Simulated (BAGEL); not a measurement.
# HF/STO-3G (density fitting with qzvpp-jkfit) run of GeNH3ClF (SMILES [NH2][GeH]([F])[Cl])

What is the vertical singlet–triplet gap of GeNH3ClF at HF/STO-3G (density fitting with qzvpp-jkfit)? 

The results are computed with BAGEL 1.2.2.

4 further runs of the same task are left out: 2 that didn't finish, 2 set aside as unsound or not needed.

## Step 1: The system as given

GeNH3ClF: 7 atoms, total charge 0, spin state singlet. SMILES: `[NH2][GeH]([F])[Cl]`. The shape is that of a PBE0-D4/def2-TZVP optimisation. This is one conformer, not always the lowest.

Bond lengths: N1–Ge2 1.803 Å, Ge2–F3 1.738 Å, Ge2–Cl4 2.129 Å, N1–H5 1.010 Å, N1–H6 1.010 Å, Ge2–H7 1.525 Å. Angles: N1–Ge2–F3 112.3°, N1–Ge2–Cl4 107.1°, F3–Ge2–Cl4 105.2°, N1–Ge2–H7 113.5°, F3–Ge2–H7 106.3°, Cl4–Ge2–H7 112.3°, Ge2–N1–H5 115.0°, Ge2–N1–H6 115.6°, H5–N1–H6 110.1°.

## Step 2: A single-point energy at HF/STO-3G (density fitting with qzvpp-jkfit)

input.json

```json
{ "bagel" : [

{
  "title" : "molecule",
  "basis" : "sto-3g",
  "df_basis" : "qzvpp-jkfit",
  "angstrom" : true,
  "geometry" : [
    { "atom" : "N", "xyz" : [      -0.588700,       1.020200,      -0.150600 ] },
    { "atom" : "Ge", "xyz" : [       0.392900,      -0.492200,      -0.136800 ] },
    { "atom" : "F", "xyz" : [       1.169400,      -0.760300,       1.394300 ] },
    { "atom" : "Cl", "xyz" : [      -0.962200,      -2.118500,      -0.367300 ] },
    { "atom" : "H", "xyz" : [      -1.430800,       0.987400,       0.406400 ] },
    { "atom" : "H", "xyz" : [      -0.080300,       1.872400,       0.039300 ] },
    { "atom" : "H", "xyz" : [       1.499500,      -0.509000,      -1.185400 ] }
  ]
},

{ "title" : "hf" },

{ "title" : "print", "file" : "orbitals.molden", "orbitals" : true }

]}
```

Started as:

```
$ BAGEL_NUM_THREADS=1 BAGEL input.json > input.out
```

Standard output:

```text
* using 1 threads per process

  ===============================================================
  ===============================================================

  *** Geometry ***

  { "atom" : "N", "xyz" : [     -1.112482,      1.927899,     -0.284593 ] },
  { "atom" : "Ge", "xyz" : [      0.742473,     -0.930123,     -0.258515 ] },
  { "atom" : "F", "xyz" : [      2.209846,     -1.436759,      2.634845 ] },
  { "atom" : "Cl", "xyz" : [     -1.818294,     -4.003385,     -0.694096 ] },
  { "atom" : "H", "xyz" : [     -2.703820,      1.865916,      0.767985 ] },
  { "atom" : "H", "xyz" : [     -0.151745,      3.538323,      0.074266 ] },
  { "atom" : "H", "xyz" : [      2.833644,     -0.961871,     -2.240081 ] },

  Number of auxiliary basis functions:      602

  Since a DF basis is specified, we compute 2- and 3-index integrals:
    o Being stored without compression. Storage requirement is 0.008 GB

  Number of basis functions:       40
  Number of electrons      :       68

    * METHOD: MOLECULE                             0.31

  *** RHF ***

  === Nuclear Repulsion ===
   393.2395146927

      * DIIS with orbital gradients will be used.

  === RHF iteration (sto-3g) ===
      0      -2659.86114037          0.01038777           0.06
      1      -2659.94203597          0.00199108           0.06
      2      -2659.94576950          0.00066543           0.06
      3      -2659.94640953          0.00011799           0.06
      4      -2659.94643074          0.00002415           0.05
      5      -2659.94643155          0.00000564           0.05
      6      -2659.94643159          0.00000188           0.06
      7      -2659.94643159          0.00000063           0.05
      8      -2659.94643159          0.00000014           0.06
      9      -2659.94643159          0.00000004           0.06
     10      -2659.94643159          0.00000001           0.06
     11      -2659.94643159          0.00000000           0.06
    * SCF iteration converged.

    * Permanent dipole moment:
           (   -0.578596,    -1.011084,    -0.116941) a.u.

    * METHOD: HF                                   0.86

    * METHOD: PRINT                                0.00

  ===============================================================
```

Run time: 1.5 s. Hardware: 1 thread of Intel Xeon Platinum 8488C (Sapphire Rapids), shared host; peak memory 0.091 GiB.

## Step 3: The triplet at the same level

hf.json

```json
{ "bagel": [

{
  "title": "molecule",
  "basis": "sto-3g",
  "df_basis": "qzvpp-jkfit",
  "angstrom": true,
  "geometry": [
    { "atom": "N", "xyz": [      -0.588700,       1.020200,      -0.150600 ] },
    { "atom": "Ge", "xyz": [       0.392900,      -0.492200,      -0.136800 ] },
    { "atom": "F", "xyz": [       1.169400,      -0.760300,       1.394300 ] },
    { "atom": "Cl", "xyz": [      -0.962200,      -2.118500,      -0.367300 ] },
    { "atom": "H", "xyz": [      -1.430800,       0.987400,       0.406400 ] },
    { "atom": "H", "xyz": [      -0.080300,       1.872400,       0.039300 ] },
    { "atom": "H", "xyz": [       1.499500,      -0.509000,      -1.185400 ] }
  ]
},

{
  "title": "uhf",
  "nopen": 2
},

{
  "title": "print",
  "file": "orbitals.molden",
  "orbitals": true
}

]}
```

Started as:

```
$ BAGEL_NUM_THREADS=1 BAGEL hf.json > hf.out
```

Standard output:

```text
* using 1 threads per process

  ===============================================================
  ===============================================================

  *** Geometry ***

  { "atom" : "N", "xyz" : [     -1.112482,      1.927899,     -0.284593 ] },
  { "atom" : "Ge", "xyz" : [      0.742473,     -0.930123,     -0.258515 ] },
  { "atom" : "F", "xyz" : [      2.209846,     -1.436759,      2.634845 ] },
  { "atom" : "Cl", "xyz" : [     -1.818294,     -4.003385,     -0.694096 ] },
  { "atom" : "H", "xyz" : [     -2.703820,      1.865916,      0.767985 ] },
  { "atom" : "H", "xyz" : [     -0.151745,      3.538323,      0.074266 ] },
  { "atom" : "H", "xyz" : [      2.833644,     -0.961871,     -2.240081 ] },

  Number of auxiliary basis functions:      602

  Since a DF basis is specified, we compute 2- and 3-index integrals:
    o Being stored without compression. Storage requirement is 0.008 GB

  Number of basis functions:       40
  Number of electrons      :       68

    * METHOD: MOLECULE                             0.29

  *** Open-shell HF ***

  === Nuclear Repulsion ===
   393.2395146927

      * DIIS with orbital gradients will be used.

  === UHF iteration (sto-3g) ===
      0      -2659.50342831          0.02148601           0.13
      1      -2659.61654836          0.00938614           0.11
      2      -2659.63617273          0.00280491           0.11
      3      -2659.64075790          0.00120001           0.11
      4      -2659.64396495          0.00061756           0.13
      5      -2659.64553298          0.00034320           0.14
      6      -2659.64612222          0.00021446           0.10
      7      -2659.64647834          0.00012256           0.10
      8      -2659.64659630          0.00006497           0.10
      9      -2659.64661170          0.00004682           0.11
     10      -2659.64661984          0.00003096           0.10
     11      -2659.64662441          0.00001692           0.10
     12      -2659.64662586          0.00000745           0.11
     13      -2659.64662608          0.00000270           0.11
     14      -2659.64662610          0.00000149           0.10
     15      -2659.64662610          0.00000078           0.10
     16      -2659.64662611          0.00000044           0.10
     17      -2659.64662611          0.00000028           0.11
     18      -2659.64662611          0.00000016           0.10
     19      -2659.64662611          0.00000008           0.10
     20      -2659.64662611          0.00000004           0.11
     21      -2659.64662611          0.00000003           0.10
     22      -2659.64662611          0.00000001           0.10
    * SCF iteration converged.

    * S^2 (UHF) is 2.0183

    * Permanent dipole moment:
           (    0.002555,    -2.728226,    -0.066375) a.u.

    * METHOD: UHF                                  2.67

    * METHOD: PRINT                                0.00

  ===============================================================
```

Wall time 3.3 s (1 thread of Intel Xeon Platinum 8488C (Sapphire Rapids), shared host); peak memory 0.091 GiB.

## Step 4: Results

At HF/STO-3G (density fitting with qzvpp-jkfit):

| quantity | value |
| --- | --- |
| singlet: total energy | -2659.94643 Eh |
| singlet: dipole moment | 2.98 D |
| singlet: HOMO energy | -9.33 eV |
| singlet: LUMO energy | 8.70 eV |
| singlet: HOMO–LUMO gap | 18.03 eV |
| triplet: total energy | -2659.64663 Eh |
| triplet: dipole moment | 6.94 D |
| triplet: ⟨S²⟩ | 2.018 |
| vertical energy of the triplet above the singlet | 8.158 eV |

In words: At this shape the triplet lies 8.16 eV (787 kJ/mol) above the singlet. In a minimal basis such a difference can be off by several eV, whatever the method.
